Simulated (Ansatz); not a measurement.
# HfN (doublet): from Hartree-Fock to the top rungs, def2-TZVPP

The task here is to estimate one member of a computed series from the others.

Computed with Ansatz 0.2.0, Gaussian basis. Level: def2-TZVPP, core rule «outside noble gas», up to 5 orbitals frozen.

To be run: UHF; CCSD(T) on ROHF; CCSD(T) on UHF; CCSDT(Q) on ROHF; CCSDT(Q) on UHF.

14 further runs of the same task are left out: 9 for a known fault of the program, 5 set aside as unsound or not needed.

### What is computed

The geometry is a PBE0/def2-TZVP stationary point (not a proven minimum). No spin-orbit coupling is included. Elements past krypton take def2 core potentials.

2 atoms, charge 0, spin multiplicity 2.

Atoms are counted from 1 here; the program's logs count them from 0.

Bond lengths: Hf1–N2 1.717 Å.

The first run:

in.yaml

```yaml
crystal:
  periodic: [false, false, false]
  atoms:
    - {symbol: Hf, position_ang: [0.000000, 0.000000, 0.000000]}
    - {symbol: N, position_ang: [0.000000, 0.000000, 1.716545]}
basis:
  gaussian: {orbitals: def2-TZVPP}
magnetization: {spin_polarized: true, initial_magnetization: 1}
hamiltonian: {xc: hf}
output: {orbitals: {seedname: orbitals}}
```

Started as:

```
> ansatz run in.yaml --threads 1 --pin off --events-out ev --progress --plain --max-ram 4096MiB --backend cpu
```

Steps of the session up to this table: UHF; CCSD(T) on ROHF; CCSD(T) on UHF; CCSDT(Q) on ROHF; CCSDT(Q) on UHF.

One table of the session follows, with a row left open; its other results are not shown here.

It belongs to the step «Misses and costs». 

| method | from RCCSDT(Q) (kcal/mol) |
| --- | --- |
| ROHF | +205.74 |
| UHF | +201.78 |
| RMP2 | -3.15 |
| UMP2 | ? |
| RCCSD | +15.17 |
| UCCSD | +15.08 |
| RCCSD(T) | +0.39 |
| UCCSD(T) | +1.21 |
| RCCSDT | +1.12 |
| UCCSDT | +1.00 |
| RCCSDT(Q) | 0 |
| UCCSDT(Q) | -0.81 |

**Question.** Estimate the row for UMP2.

As computed: from RCCSDT(Q) (kcal/mol): +8.23. In the column «from RCCSDT(Q) (kcal/mol)» it lies between UCCSD(T) (+1.21) and UCCSD (+15.08).

With the free atoms at the same levels and basis (separate runs), the atomisation energy is 5.129 eV at RCCSDT(Q), 5.160 eV at RCCSD(T), 5.034 eV at UCCSD(T), 1.210 eV at ROHF.

Limits of these values: Warnings: spin contamination; coupled cluster took another determinant than the lowest. Restricted and unrestricted rows rest on different reference determinants; where their highest levels disagree by more than a few hundredths of an eV, they describe different states and don't form one ladder.
